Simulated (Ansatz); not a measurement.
# TaTiSi4: from a guess to a relaxed structure, part 1 of 2

The task: take a trial cell of TaTiSi4 to zero force and stress, then test the end with a random kick.

Computed with Ansatz 0.2.0 (DFT PBE, scalar-relativistic, plane waves, PAW, unless a step's input says otherwise).

**1. The starting structure**

It takes space group Amm2 (No. 38, orthorhombic). The conventional cell has a = 3.592 Å, b = 3.558 Å, c = 13.784 Å, α = 90.00°, β = 90.00°, γ = 90.00°. Ti (site symmetry mm2) has 10 Si at 2.59 to 2.82 Å in its first shell of neighbours. Ta (site symmetry mm2) has 10 Si at 2.63 to 2.96 Å in its first shell of neighbours. Si (site symmetry mm2) has 2 Si at 2.42 Å and 4 Ta at 2.63 Å and 2 Ti at 2.82 Å in its first shell of neighbours. Si (site symmetry mm2) has 6 Si at 2.42 to 3.09 Å and 4 Ti at 2.59 Å and 2 Ta at 2.96 Å in its first shell of neighbours. Around Si (site symmetry mm2) lie 4 Si at 2.53 Å and 2 Ti at 2.65 Å and 2 Ta at 2.70 Å. Around Si (site symmetry mm2) lie 4 Si at 2.53 Å and 2 Ti at 2.65 Å and 2 Ta at 2.69 Å.

Coordinates:

```cif
data_structure
_symmetry_space_group_name_H-M 'P 1'
_symmetry_Int_Tables_number 1
_cell_length_a 3.5918
_cell_length_b 7.1180
_cell_length_c 7.1180
_cell_angle_alpha 28.948
_cell_angle_beta 90.000
_cell_angle_gamma 90.000
_cell_volume 88.08
loop_
_atom_site_label
_atom_site_type_symbol
_atom_site_fract_x
_atom_site_fract_y
_atom_site_fract_z
_atom_site_occupancy
Ti1 Ti 0.50000 0.10442 0.10442 1
Ta1 Ta 0.00000 0.89265 0.89265 1
Si1 Si 0.50000 0.44614 0.44614 1
Si2 Si 0.00000 0.56390 0.56390 1
Si3 Si 0.50000 0.74676 0.74676 1
Si4 Si 0.00000 0.24612 0.24612 1
```

The start is the relaxed end of an invented cell (made as: elements ordered on the sites of the TiSi2 type, Ti/Ta on Ti (Amm2, No. 38)), taken up again for a closer look.

**2. The guess as it stands, on a coarse mesh**

input.yaml reads:

```yaml
crystal:
  lattice:
    - [3.5917898, 0.0, 0.0]
    - [0.0, 1.7790619, 6.8921136]
    - [0.0, -1.7790619, 6.8921136]
  atoms:
    - { symbol: Ti, position: [0.5, 0.104424, 0.104424] }
    - { symbol: Ta, position: [0.0, 0.892652, 0.892652] }
    - { symbol: Si, position: [0.5, 0.446144, 0.446144] }
    - { symbol: Si, position: [0.0, 0.5639, 0.5639] }
    - { symbol: Si, position: [0.5, 0.74676, 0.74676] }
    - { symbol: Si, position: [0.0, 0.246121, 0.246121] }
basis:
  ecutwfc: 420
kpoints:
  mp_grid: { grid: [6, 6, 6] }
hamiltonian:
  xc: pbe
scf:
  occupations: { method: gaussian, width: 0.1 }
  lower_state_search: "off"
output:
  forces: true
  stress: true
  eigenvalues: true
```

Command:

```bash
$ ansatz run input.yaml --threads 4 --pin off --max-ram 8192MiB --backend cpu --events-out ev --progress --plain --runs-dir out
```

What it wrote, cut to the lines that bear on the results:

```text
Warning: RAYON_NUM_THREADS=4 ignored (pool sized by the plan → 4); use --threads N
[...]
Pseudopotentials: kind: paw
Pseudopotential: Ti, paw, valence charge 12, recommended cutoff 420 eV (normal), Ti.paw.azcp
Pseudopotential: Ta, paw, valence charge 13, recommended cutoff 420 eV (normal), Ta.paw.azcp
Pseudopotential: Si, paw, valence charge 4, recommended cutoff 420 eV (normal), Si.paw.azcp
Functional definition: PBE
[...]
Crystal: 6 atoms, lattice volume = 88.081 Å³
Basis set: ecut = 420 eV, 1711 PW (Γ), FFT grids on a1, a2−a3, a3, exchange–correlation on 50×48×96 points (8 copies of the dense FFT grid, shifted against one another)
Bands: 27, of which v1, the nominal top of the filled ones, is band 21 counted from 1 (20 counted from 0)
Symmetry: 4 space group operations
Space group: Amm2 (ITA 38), of the structure as read, at distance tolerance 4.4e-5 Å
k-points: 52 of 216 (time reversal used)
[...]
SCF iter   1: F=—  HF=-14977.700447 eV  |F-HF|=—  |Δ(HF+E_count)|=         —  Δρ=7.02e-3  dr2=9.86e-2  ethr=1.77e-3  ⟨swp⟩=6.2  Hψ=7024  notcnv=0
[...]
SCF iter   6: F=-14977.692698 eV  HF=-14977.692698 eV  |F-HF|=2.66e-8  |Δ(HF+E_count)|=   3.53e-9  Δρ=5.74e-6  dr2=4.35e-8  ethr=2.44e-10  ⟨swp⟩=9.2  Hψ=6293  notcnv=0
[...]
SCF converged after 6 iterations
Free energy (F): -14977.692698 eV
[...]
E sigma→0 (E₀):  -14977.684430 eV
Entropy (-TS):   -0.016535 eV (-2.756 meV/atom)
Fermi energy:    14.050846 eV
[...]
--- Forces (eV/Å), atoms counted from 1 ---
  atom   1  Ti     0.00000000     0.00000000     0.03779693
  atom   2  Ta     0.00000000     0.00000000    -0.06202994
  atom   3  Si     0.00000000     0.00000000     0.05951013
  atom   4  Si     0.00000000     0.00000000    -0.02630002
  atom   5  Si     0.00000000     0.00000000    -0.02274101
  atom   6  Si     0.00000000     0.00000000     0.01375864
[...]
--- Stress (GPa, compression-positive) ---
        0.401663       0.000000       0.000000
        0.000000      -0.187001       0.000000
        0.000000       0.000000      -0.194813
  P = ⅓ Tr σ = 0.0066 GPa (0.066 kbar)
--- Band table (eV; the first three rows and the last of 52) ---
  k-point 0: bands = ["-54.2306", "-42.8678", "-20.8009", "-20.7996", "-20.7658", "-19.2221", "-19.1853", "-19.1575", "0.6249", "2.9277", "4.8934", "9.7355", "10.4272", "10.6188", "10.6546", "11.0718", "11.1394", "11.5229", "11.6519", "14.2089", "14.3140", "14.5920", "14.6167", "14.8294", [...]
[...]
```

It took 2.9 s on 4 threads of Arm Neoverse V1, shared host; peak memory 0.41 GiB.

The probe gives pressure 0.0 GPa, largest force 0.06 eV/Å, gap on this mesh none (metal). The coarse relaxation is skipped.

**3. Spin check on a coarse mesh**

Changes to input.yaml since step 2:

```diff
@@ -6,3 +6,3 @@
   atoms:
-    - { symbol: Ti, position: [0.5, 0.104424, 0.104424] }
+    - { symbol: Ti, position: [0.5, 0.104424, 0.104424], spin: 1.0 }
     - { symbol: Ta, position: [0.0, 0.892652, 0.892652] }
@@ -25 +25,4 @@
   eigenvalues: true
+  populations: true
+magnetization:
+  spin_polarized: true
```

Command:

```bash
$ ansatz run input.yaml --threads 4 --pin off --max-ram 8192MiB --backend cpu --events-out ev --progress --plain --runs-dir out
```

What it wrote, cut to the lines that bear on the results:

```text
[...]
SCF converged after 16 iterations
Magnetization: 0.0000 μB (20.5000 up, 20.5000 down)
Absolute magnetization: 0.0000 μB (∫|ρ↑−ρ↓|, with the PAW one-centre terms)
Spin contamination: 0.0000 ħ² per cell (⟨S²⟩ above its minimum at these occupations)
Per-site moments (μB) at R_I (Å): [(-4.4737149683314917e-7, 1.067915002022075), (1.0071992742113453e-6, 1.086213519784782), (-1.043586000888597e-7, 0.9985514084595659), (1.0302906262308695e-7, 0.9985514084595659), (-3.3948811482080257e-8, 1.0427668198907438), (2.5392469405417283e-8, [...]
Free energy (F): -14977.692698 eV
[...]
E sigma→0 (E₀):  -14977.684430 eV
Entropy (-TS):   -0.016535 eV (-2.756 meV/atom)
Fermi energy:    14.050856 eV
[...]
--- Forces (eV/Å), atoms counted from 1 ---
  atom   1  Ti     0.00000000     0.00000000     0.03776275
  atom   2  Ta     0.00000000     0.00000000    -0.06203856
  atom   3  Si     0.00000000     0.00000000     0.05949616
  atom   4  Si     0.00000000     0.00000000    -0.02630880
  atom   5  Si     0.00000000     0.00000000    -0.02271139
  atom   6  Si     0.00000000     0.00000000     0.01380023
[...]
--- Stress (GPa, compression-positive) ---
        0.401854       0.000000       0.000000
        0.000000      -0.186967       0.000000
        0.000000       0.000000      -0.194753
  P = ⅓ Tr σ = 0.0067 GPa (0.067 kbar)
--- Band table (eV; the first three rows and the last of 104) ---
[... band rows left out ...]
[...]
--- Löwdin populations: 6 sites ---
  site symbol       q [e]    m [muB]
     0     Ti     11.6393    -0.0000
     1     Ta     12.8340     0.0000
     2     Si      4.0472    -0.0000
     3     Si      4.0948     0.0000
     4     Si      3.9908    -0.0000
     5     Si      3.9900     0.0000
  spilling = 0.009853 (of n_electrons = 41.000000)
```

Run time: 14 s. Hardware: 4 threads of Arm Neoverse V1, shared host; peak memory 0.52 GiB.

By site:

| atom | Löwdin electrons |
| --- | --- |
| Ti1 | 11.64 |
| Ta2 | 12.83 |
| Si3 | 4.05 |
| Si4 | 4.09 |
| Si5 | 3.99 |
| Si6 | 3.99 |

The Löwdin counts miss 0.40 of the 41 electrons, which the atomic orbitals do not span, so they are no charges.

The same cell is solved with trial moments on Ti. The largest site moment that stays is 0.00 μB and the cell's total 0.00 μB. The workflow keeps spin only above 0.25 μB on a site, so the next run goes without spin.

**4. Relaxation on the finer mesh**

input.yaml reads:

```yaml
crystal:
  lattice:
    - [3.5917898, 0.0, 0.0]
    - [0.0, 1.7790619, 6.8921136]
    - [0.0, -1.7790619, 6.8921136]
  atoms:
    - { symbol: Ti, position: [0.5, 0.104424, 0.104424] }
    - { symbol: Ta, position: [0.0, 0.892652, 0.892652] }
    - { symbol: Si, position: [0.5, 0.446144, 0.446144] }
    - { symbol: Si, position: [0.0, 0.5639, 0.5639] }
    - { symbol: Si, position: [0.5, 0.74676, 0.74676] }
    - { symbol: Si, position: [0.0, 0.246121, 0.246121] }
basis:
  ecutwfc: 420
kpoints:
  mp_grid: { grid: [10, 12, 12] }
hamiltonian:
  xc: pbe
scf:
  occupations: { method: gaussian, width: 0.1 }
output:
  forces: true
  stress: true
  eigenvalues: true
  write_density: true
  write_potential: true
  elf: true
  volumetric_format: npy
relax:
  adjacent_minimum: "off"
  f_tol: 0.01
  max_steps: 80
  cell: { stress_tol: 0.05 }
```

Command:

```bash
$ ansatz run input.yaml --threads 4 --pin off --max-ram 8192MiB --backend cpu --events-out ev --progress --plain --runs-dir out
```

What it wrote, cut to the lines that bear on the results:

```text
Warning: RAYON_NUM_THREADS=4 ignored (pool sized by the plan → 4); use --threads N
[...]
[... 5 set-up lines as earlier in the session ...]
[...]
Crystal: 6 atoms, lattice volume = 88.081 Å³
Basis set: ecut = 420 eV, 1711 PW (Γ), FFT grids on a1, a2, −a2+a3, exchange–correlation on 50×96×48 points (8 copies of the dense FFT grid, shifted against one another)
Bands: 27, of which v1, the nominal top of the filled ones, is band 21 counted from 1 (20 counted from 0)
[... 2 set-up lines as earlier in the session ...]
k-points: 258 of 1440 (time reversal used)
[...]
        0.008361       0.000000       0.000000
        0.000000      -0.011589       0.000000
        0.000000       0.000000       0.014569
  P = ⅓ Tr σ = 0.0038 GPa (0.038 kbar)
--- Band table (eV; the first three rows and the last of 258) ---
[... band rows left out ...]
[...]
--- Relaxed structure (1 steps of the walk, 1 accepted, 1 SCFs on fresh bases) ---
  F+E_penalty+E_count = -14977.69854565 eV   max|allowed force component| = 7.292e-3 eV/Å   (the final SCF, on the basis selected at the relaxed cell)
  cell:  # Å, volume = 88.0814 Å³
    - [3.5917898, 0.0, 0.0]
    - [0.0, 1.7790619, 6.8921136]
    - [0.0, -1.7790619, 6.8921136]
  atoms:
    - { symbol: Ti, position: [0.5000000000000001, 0.104424, 0.104424] }
    - { symbol: Ta, position: [0.0, 0.8926520000000001, 0.8926520000000001] }
    - { symbol: Si, position: [0.5000000000000001, 0.44614400000000004, 0.44614400000000004] }
    - { symbol: Si, position: [0.0, 0.5639, 0.5639] }
    - { symbol: Si, position: [0.5000000000000001, 0.7467600000000001, 0.7467600000000001] }
    - { symbol: Si, position: [0.0, 0.246121, 0.246121] }
```

Wall time 41 s (4 threads of Arm Neoverse V1, shared host); peak memory 0.8 GiB.

The steps of the relaxation:

```csv
step,energy from step 1 (eV/cell),largest force component (eV/Å),pressure (GPa),volume (Å³)
1,0.0000,0.0073,0.00,88.08
2,0.0000,0.0073,0.00,88.08
```

Step 1 is the start. Step 2 repeats the geometry before it on a plane-wave basis chosen anew for that cell, so its energy need not be comparable with the rows above.

Lengths and angles in the start's conventional setting:

|  | before | after | change |
| --- | --- | --- | --- |
| a (Å) | 3.592 | 3.592 | 0.0 % |
| b (Å) | 3.558 | 3.558 | 0.0 % |
| c (Å) | 13.784 | 13.784 | 0.0 % |
| volume (Å³/atom) | 14.68 | 14.68 | 0.0 % |
| shortest distance (Å) | 2.421 | 2.421 | 0.0 % |
| space group (0.01 Å) | Amm2 | Amm2 | same |

The run keeps the 4 symmetry operations of the start, so it could not have lowered the symmetry.

Axes a, b and c in the maps are those of this run's conventional cell (a, b, c = 3.592, 3.558, 13.784 Å).

Density in a lattice plane of the grid's cell (edges 3.59 and 13.78 Å, at 0.000 of the third edge), which holds Ti and Ta and Si.

Values in e/Å³, 12 rows by 6 columns:
```
4.33 2.63 0.25 0.18 0.25 2.63
1.58 0.67 0.31 0.30 0.31 0.67
0.17 0.27 0.34 0.06 0.34 0.27
0.14 0.16 0.25 0.32 0.25 0.16
0.12 0.39 0.28 0.17 0.28 0.39
0.34 0.40 0.43 0.37 0.43 0.40
0.19 0.28 0.41 0.20 0.41 0.28
0.30 0.23 0.13 0.10 0.13 0.23
0.06 0.33 0.25 0.16 0.25 0.33
0.32 0.29 0.38 0.89 0.38 0.29
0.16 0.18 2.45 8.77 2.45 0.18
0.17 0.16 0.15 0.15 0.15 0.16
```
Columns run along the first of these edges and rows up along the second, over one cell in 6 and 12 even steps from the bottom left corner. Atoms in the plane (fractional): Ti at (0.50, 0.10), Ta at (0.00, 0.89), Si at (0.50, 0.45), Si at (0.00, 0.56), Si at (0.50, 0.75), Si at (0.00, 0.25).

ELF in the same plane.

Ten even steps from ' ' (0.00) to '@' (0.78):
```
##--::==::--
  @@..==..@@
%%**--##--**
::++@@%%@@++
::**++++++**
  ::######::
==++**##**++
==%%##--##%%
==**%%++%%**
++%%%%++%%%%
==##++++++##
==##@@++@@##
##++------++
%%##::  ::##
++==**::**==
##@@**::**@@
##==--**--==
==..##  ##..
==::::**::::
::----::----
```
Columns run along the first of these edges and rows up along the second, over one cell in 6 and 20 even steps from the bottom left corner. Atoms in the plane (fractional): Ti at (0.50, 0.10), Ta at (0.00, 0.89), Si at (0.50, 0.45), Si at (0.00, 0.56), Si at (0.50, 0.75), Si at (0.00, 0.25).

Both are smooth fields of the valence electrons: close to the nuclei they are not physical.

The highest ELF values outside the cores: 0.79 beside Si, off the lines to its neighbours, 0.9 Å from Si; 0.78 on the Si–Ta line, 0.9 Å from Si; 0.78 on the Si–Ti line, 0.9 Å from Si.

**5. Variant: mp_grid.shift [0.5, 0.5, 0.5]**

Changes to input.yaml since step 4:

```diff
@@ -15,3 +15,3 @@
 kpoints:
-  mp_grid: { grid: [10, 12, 12] }
+  mp_grid: { grid: [10, 12, 12], shift: [0.5, 0.5, 0.5] }
 hamiltonian:
@@ -22,8 +22,4 @@
   forces: true
+  eigenvalues: true
   stress: true
-  eigenvalues: true
-  write_density: true
-  write_potential: true
-  elf: true
-  volumetric_format: npy
 relax:
```

Command:

```bash
$ ansatz run input.yaml --threads 4 --pin off --max-ram 8192MiB --backend cpu --events-out ev --progress --plain --runs-dir out
```

What it wrote, cut to the lines that bear on the results:

```text
Warning: RAYON_NUM_THREADS=4 ignored (pool sized by the plan → 4); use --threads N
[...]
[... 5 set-up lines as earlier in the session ...]
[...]
Crystal: 6 atoms, lattice volume = 88.081 Å³
Basis set: ecut = 420 eV, 1711 PW (Γ), FFT grids on a1, a2−a3, a3, exchange–correlation on 50×48×96 points (8 copies of the dense FFT grid, shifted against one another)
Bands: 27, of which v1, the nominal top of the filled ones, is band 21 counted from 1 (20 counted from 0)
[... 2 set-up lines as earlier in the session ...]
k-points: 210 of 1440 (time reversal used)
[...]
       -0.000000       0.000000       0.005448
  P = ⅓ Tr σ = 0.0002 GPa (0.002 kbar)
--- Band table (eV; the first three rows and the last of 210) ---
[... band rows left out ...]
[...]
--- Relaxed structure (3 steps of the walk, 3 accepted, 1 SCFs on fresh bases) ---
  F+E_penalty+E_count = -14977.69618887 eV   max|allowed force component| = 2.375e-3 eV/Å   (the final SCF, on the basis selected at the relaxed cell)
  cell:  # Å, volume = 88.0664 Å³
    - [3.5947318664618146, 0.0, 0.0]
    - [0.0, 1.7767955644991544, 6.894080627874253]
    - [0.0, -1.7767955644991544, 6.894080627874253]
  atoms:
    - { symbol: Ti, position: [0.5000000000000001, 0.10446126126440317, 0.10446126126440317] }
    - { symbol: Ta, position: [0.0, 0.8926885516312425, 0.8926885516312425] }
    - { symbol: Si, position: [0.5000000000000001, 0.44609512202314866, 0.44609512202314866] }
    - { symbol: Si, position: [0.0, 0.5637969231816556, 0.5637969231816556] }
    - { symbol: Si, position: [0.5000000000000001, 0.7468857365505077, 0.7468857365505077] }
    - { symbol: Si, position: [0.0, 0.24607340534904276, 0.24607340534904276] }
```

It took 55 s on 4 threads of Arm Neoverse V1, shared host; peak memory 0.72 GiB.

| run | ending | energy change | pressure (GPa) | gap (eV) | force (eV/Å) | cycles | time |
| --- | --- | --- | --- | --- | --- | --- | --- |
| step 4 | converged | 0 | 0.0 | 0.00 | 0.01 | - | 41 s |
| variant | converged | +0.4 meV/atom | 0.0 | 0.00 | 0.00 | - | 55 s |

Changing the k-point mesh hardly moves the energy: +0.4 meV/atom.

**6. Reference for the kick test**

input.yaml reads:

```yaml
crystal:
  lattice:
    - [3.5917898, 0.0, 0.0]
    - [0.0, -7.1162476, 0.0]
    - [0.0, 1.7790619, -6.8921136]
  atoms:
    - { symbol: Ti, position: [0.5, 0.947788, 0.791152] }
    - { symbol: Ti, position: [0.5, 0.447788, 0.791152] }
    - { symbol: Ta, position: [0.0, 0.553674, 0.214696] }
    - { symbol: Ta, position: [0.0, 0.053674, 0.214696] }
    - { symbol: Si, position: [0.5, 0.776928, 0.107712] }
    - { symbol: Si, position: [0.5, 0.276928, 0.107712] }
    - { symbol: Si, position: [0.0, 0.71805, 0.8722] }
    - { symbol: Si, position: [0.0, 0.21805, 0.8722] }
    - { symbol: Si, position: [0.5, 0.62662, 0.50648] }
    - { symbol: Si, position: [0.5, 0.12662, 0.50648] }
    - { symbol: Si, position: [0.0, 0.8769395, 0.507758] }
    - { symbol: Si, position: [0.0, 0.3769395, 0.507758] }
basis:
  ecutwfc: 420
kpoints:
  mp_grid: { grid: [6, 4, 4] }
hamiltonian:
  xc: pbe
scf:
  occupations: { method: gaussian, width: 0.2 }
  lower_state_search: "off"
output:
  forces: true
  stress: true
  eigenvalues: true
```

Command:

```bash
$ ansatz run input.yaml --threads 4 --pin off --max-ram 8192MiB --backend cpu --events-out ev --progress --plain --runs-dir out
```

What it wrote, cut to the lines that bear on the results:

```text
[...]
SCF converged after 7 iterations
Free energy (F): -29955.427139 eV
[...]
E sigma→0 (E₀):  -29955.368292 eV
Entropy (-TS):   -0.117693 eV (-9.808 meV/atom)
Fermi energy:    14.052719 eV
[...]
--- Forces (eV/Å), atoms counted from 1 ---
  atom   1  Ti     0.00000000     0.00369813     0.02733636
  atom   2  Ti     0.00000000     0.00369813     0.02733636
  atom   3  Ta     0.00000000     0.00003726    -0.04521895
  atom   4  Ta     0.00000000     0.00003726    -0.04521895
  atom   5  Si     0.00000000    -0.00031824     0.01228547
  atom   6  Si     0.00000000    -0.00031824     0.01228547
  atom   7  Si     0.00000000    -0.00152915     0.00048572
  atom   8  Si     0.00000000    -0.00152915     0.00048572
[...]
--- Stress (GPa, compression-positive) ---
       -0.010176       0.000000       0.000000
        0.000000      -0.146553      -0.035998
        0.000000      -0.035998       0.399701
  P = ⅓ Tr σ = 0.0810 GPa (0.810 kbar)
--- Band table (eV; the first three rows and the last of 40) ---
[...]
```

Wall time 9.8 s (4 threads of Arm Neoverse V1, shared host); peak memory 0.64 GiB.

The cell holds 12 atoms, 2 times the relaxed one.

(Continued in part 2 of 2.)
